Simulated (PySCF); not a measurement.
# C4H6Cu ([Cu(vinyl)2]-): the cost of one run

Programs: PySCF 2.14.0, with density-fitted response routines of our own. Each step states its level of theory. These are calculated values for one molecule in the gas phase, unless marked as measured. Atoms are numbered from 0 throughout.

## (1) The molecule as given

11 atoms, charge -1, multiplicity 1; geometry from: GFN2-xTB. The atoms were then displaced at random by about 0.03 Å, so the start is not that level's minimum.

Bonds of the start (Å): Cu0–C1 1.95, Cu0–C6 1.99, C1–C2 1.29, C1–H3 1.05, C2–H4 1.13, C2–H5 1.11, C6–C7 1.36, C6–H8 1.07, C7–H9 1.07, C7–H10 1.06.

## (2) Relaxing the molecule at PBE0-D3(BJ)/def2-SVP

The job: settings as JSON, then the geometry in Å.

```
{"job": {"xc": "PBE0", "basis": "def2-SVP", "d3": "d3bj", "grid": 1, "maxiter": 40, "shake": 0.03, "kind": "geom"}, "charge": -1, "multiplicity": 1}
Cu    -0.206220    -0.149100     0.011100
C     -0.270880    -0.154280     1.961150
C      0.412000    -0.875130     2.791370
H     -0.851310     0.535720     2.502590
H      1.208220    -1.606080     2.454070
H      0.373550    -0.793360     3.900460
C     -0.252740    -0.008380    -1.969590
C      0.043960     1.007700    -2.830250
H     -0.572410    -0.907100    -2.462230
H      0.289370     1.971880    -2.448200
H     -0.075480     0.892640    -3.879580
```

Run with:

```console
OMP_NUM_THREADS=1 python probes_run.py task.json out
```

The driver reads the jobs from task.json and runs them one after another.

Q: Estimate the wall time and peak memory of this first job on 1 thread of Arm Neoverse V2, shared host.

About 29 s, with a peak of 0.47 GiB.
